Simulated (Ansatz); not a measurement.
# BiH: the cost of one run

Computed with Ansatz 0.2.0 (DFT PBE, scalar-relativistic, plane waves, PAW, unless a step's input says otherwise).

## Step 1: The structure to begin with

It takes space group Cmmm (No. 65, orthorhombic). Conventional cell: a = 5.245 Å, b = 6.900 Å, c = 14.000 Å, α = 90.00°, β = 90.00°, γ = 90.00°. Around Bi (site symmetry mmm) lie 2 H at 2.62 Å. Around H (site symmetry mmm) lie 2 Bi at 2.62 Å.

Coordinates:

```
Bi H
1.0
     4.33391    0.00000    0.00000
    -1.15952    4.17591    0.00000
     0.00000    0.00000   14.00000
Bi H
1 1
Direct
  0.00000 0.00000 0.50000
  0.50000 0.50000 0.50000
```

A structure generator made this guess: random sheet by layer group and Wyckoff sites. Its size is a rough estimate.

It is a sheet, periodic along a and b, with vacuum along c; volumes and pressures of the box carry no meaning, and space groups named for it are those of the box.

## Step 2: The guess as it stands, on a coarse mesh

File input.yaml:

```yaml
crystal:
  lattice:
    - [4.333909, 0.0, 0.0]
    - [-1.159525, 4.175915, 0.0]
    - [0.0, 0.0, 14.0]
  atoms:
    - { symbol: Bi, position: [0.0, 0.0, 0.5] }
    - { symbol: H, position: [0.5, 0.5, 0.5] }
  periodic: [true, true, false]
basis:
  ecutwfc: 420
kpoints:
  mp_grid: { grid: [4, 4, 1] }
hamiltonian:
  xc: pbe
scf:
  occupations: { method: gaussian, width: 0.1 }
  lower_state_search: "off"
output:
  forces: true
  stress: true
  eigenvalues: true
```

Command:

```console
$ ansatz run input.yaml --threads 1 --pin off --max-ram 2048MiB --backend cpu --events-out ev --progress --plain --runs-dir out
```

**Question.** How long does this run take on 1 thread of Intel Xeon 6975P-C (Granite Rapids), shared host, and how much memory does it need?

About 2.3 s, with a peak of 0.49 GiB.
